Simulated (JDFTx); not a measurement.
The system is HgTe.

```
CELL_PARAMETERS angstrom
-3.04560 3.04560 1.55941
3.04560 -3.04560 1.55941
3.04560 3.04560 -1.55941
ATOMIC_POSITIONS crystal
Hg 0.75000 0.25000 0.50000
Te 0.00000 0.00000 0.00000
```

Measurements of this composition are mostly on another form, of space group No. 216.

A run of JDFTx 1.7.0 (patched build) on this cell left the log below. Logs are shortened: lines on timing, memory, paths and dates and some standing lists are left out, and cuts for length are marked.

```text
*************** JDFTx 1.7.0 (patched build) ***************

Input parsed successfully to the following command list (including defaults):
[... the input with its defaults ...]

---------- Setting up symmetries ----------

Non-trivial transmission matrix:
[   1   0   0  ]
[   1   1   0  ]
[   0   0   1  ]
with reduced lattice vectors:
[      0.000000      5.755356      5.755356  ]
[      0.000000     -5.755356      5.755356  ]
[      5.893716      2.946858     -2.946858  ]

Found 16 point-group symmetries of the bravais lattice
Found 8 space-group symmetries with basis
Applied RMS atom displacement 0 bohrs to make symmetries exact.

---------- Initializing the Grid ----------
R =
[     -5.75536      5.75536      5.75536  ]
[      5.75536     -5.75536      5.75536  ]
[      2.94686      2.94686     -2.94686  ]
unit cell volume = 390.448
G =
[ 1.42198e-17   0.545856    1.06608  ]
[   0.545856 1.42198e-17    1.06608  ]
[   0.545856   0.545856 -5.68624e-17  ]
Minimum fftbox size, Smin = [  72  72  72  ]
Chosen fftbox size, S = [  72  72  72  ]

---------- Initializing tighter grid for wavefunction operations ----------
R =
[     -5.75536      5.75536      5.75536  ]
[      5.75536     -5.75536      5.75536  ]
[      2.94686      2.94686     -2.94686  ]
unit cell volume = 390.448
G =
[ 1.42198e-17   0.545856    1.06608  ]
[   0.545856 1.42198e-17    1.06608  ]
[   0.545856   0.545856 -5.68624e-17  ]
Minimum fftbox size, Smin = [  52  52  52  ]
Chosen fftbox size, S = [  54  54  54  ]

---------- Exchange Correlation functional ----------
Initalized PBEsol GGA exchange.
Initalized PBEsol GGA correlation.
[... 54 lines left out ...]
	FillingsUpdate:  mu: +0.426628100  nElectrons: 36.000000
LCAOMinimize: Iter:   5  F: -249.4467163701437755  |grad|_K:  8.380e-08  alpha:  5.722e-01  linmin: -1.993e-04  cgtest:  1.194e-02
LCAOMinimize: Converged (|Delta F|<1.000000e-06 for 2 iters).

-------- Electronic minimization -----------
Will mix electronic density at each iteration.
	FillingsUpdate:  mu: +0.426628100  nElectrons: 36.000000
	FillingsUpdate:  mu: +0.412433216  nElectrons: 36.000000
SCF: Cycle:  0   F: -249.495024188542601   dF: -4.831e-02   |Residual|: 5.448e-02   |deigs|: 1.060e-01
	FillingsUpdate:  mu: +0.406245074  nElectrons: 36.000000
SCF: Cycle:  1   F: -249.503231565830987   dF: -8.207e-03   |Residual|: 2.235e-02   |deigs|: 1.408e-02
	FillingsUpdate:  mu: +0.403803267  nElectrons: 36.000000
SCF: Cycle:  2   F: -249.503860770298076   dF: -6.292e-04   |Residual|: 6.341e-03   |deigs|: 5.566e-03
	FillingsUpdate:  mu: +0.403443207  nElectrons: 36.000000
SCF: Cycle:  3   F: -249.503869821701812   dF: -9.051e-06   |Residual|: 2.228e-03   |deigs|: 7.635e-04
	FillingsUpdate:  mu: +0.403449404  nElectrons: 36.000000
SCF: Cycle:  4   F: -249.503870980692142   dF: -1.159e-06   |Residual|: 3.046e-04   |deigs|: 1.700e-04
	FillingsUpdate:  mu: +0.403440013  nElectrons: 36.000000
SCF: Cycle:  5   F: -249.503871176447717   dF: -1.958e-07   |Residual|: 1.556e-04   |deigs|: 4.520e-05
	FillingsUpdate:  mu: +0.403445943  nElectrons: 36.000000
SCF: Cycle:  6   F: -249.503871222004790   dF: -4.556e-08   |Residual|: 3.661e-05   |deigs|: 3.509e-05
	FillingsUpdate:  mu: +0.403442752  nElectrons: 36.000000
SCF: Cycle:  7   F: -249.503871237051811   dF: -1.505e-08   |Residual|: 1.902e-05   |deigs|: 2.514e-05
	FillingsUpdate:  mu: +0.403444403  nElectrons: 36.000000
SCF: Cycle:  8   F: -249.503871241676421   dF: -4.625e-09   |Residual|: 4.255e-06   |deigs|: 2.145e-05
	FillingsUpdate:  mu: +0.403444391  nElectrons: 36.000000
SCF: Cycle:  9   F: -249.503871243395679   dF: -1.719e-09   |Residual|: 3.904e-06   |deigs|: 3.910e-05
	FillingsUpdate:  mu: +0.403444383  nElectrons: 36.000000
SCF: Cycle: 10   F: -249.503871243988641   dF: -5.930e-10   |Residual|: 2.288e-06   |deigs|: 3.243e-05
	FillingsUpdate:  mu: +0.403444548  nElectrons: 36.000000
SCF: Cycle: 11   F: -249.503871244227184   dF: -2.385e-10   |Residual|: 1.315e-06   |deigs|: 1.691e-05
SCF: Converged (|Delta E|<1.000000e-09 for 2 iters).

Setting wave functions to eigenvectors of Hamiltonian
Converging empty states (this may take a while): |deigs|: 1.930e-04

# Stress tensor in Cartesian coordinates [Eh/a0^3]:
[  0.000161326            0            0  ]
[            0  0.000161326            0  ]
[            0            0  1.47677e-05  ]

# Ionic positions in lattice coordinates:
ion Hg   0.750000000000000   0.250000000000000   0.500000000000000 1
ion Te   0.000000000000000   0.000000000000000   0.000000000000000 1

# Forces in Cartesian coordinates:
force Hg   0.000000000000000   0.000000000000000   0.000000000000000 1
force Te   0.000000000000000   0.000000000000000  -0.000000000000000 1

# Energy components:
   Eewald =     -160.5395426001417150
       EH =       68.8917718680973650
     Eloc =     -208.6004473956012930
      Enl =      -23.6453748334983302
      Exc =      -51.7800345616744693
 Exc_core =       21.7259742246832168
       KE =      104.4441510326128224
-------------------------------------
     Etot =     -249.5035022655224566
       TS =        0.0003689787047164
-------------------------------------
        F =     -249.5038712442271844

IonicMinimize: Iter:   0  F: -249.503871244227184  |grad|_K:       -nan
IonicMinimize: None of the convergence criteria satisfied after 0 iterations.

#--- Lowdin population analysis ---
# oxidation-state Hg +0.634
# oxidation-state Te -0.404

Dumping 'run.eigStats' ...
	eMin: -3.817819 at state 0 ( [ +0.000000 +0.000000 +0.000000 ] spin 0 )
	HOMO: +0.403023 at state 21 ( [ +0.000000 +0.300000 -0.200000 ] spin 0 )
	mu  : +0.403445
	LUMO: +0.404604 at state 63 ( [ +0.100000 -0.200000 +0.500000 ] spin 0 )
	eMax: +0.907412 at state 100 ( [ +0.400000 -0.400000 +0.500000 ] spin 0 )
	HOMO-LUMO gap: +0.001581
	Optical gap  : +0.015159 at state 12 ( [ +0.000000 +0.200000 +0.100000 ] spin 0 )
Done!
[note: the Lowdin charges miss the electrons that lie outside the files' atomic orbitals]
```

Q: Write the input and the command behind it.

A: Single point with PBEsol, no spin polarisation. The files as run (others can give the same):

HgTe.in
```
lattice \
   -5.7553555543     5.7553555543     5.7553555543 \
    5.7553555543    -5.7553555543     5.7553555543 \
    2.9468578160     2.9468578160    -2.9468578160
coords-type Lattice
ion Hg     0.7500000000     0.2500000000     0.5000000000 1
ion Te     0.0000000000     0.0000000000     0.0000000000 1

ion-species pseudo/Hg.upf
ion-species pseudo/Te.upf
elec-cutoff 40 320
elec-ex-corr gga-PBEsol
kpoint-folding 10 10 10
elec-smearing Fermi 0.0018374661
elec-n-bands 25
electronic-SCF nIterations 100 energyDiffThreshold 1e-09
electronic-minimize nIterations 30 energyDiffThreshold 1e-7
converge-empty-states yes
forces-output-coords Cartesian

dump-name run.$VAR
dump End Ecomponents EigStats BandEigs Kpoints Forces Stress
```

Potentials or basis: PseudoDojo-SR-PBEsol-0.4.1-standard with smoothed tails.
Command:
```sh
$ jdftx -c 1 -i HgTe.in -o HgTe.out
```
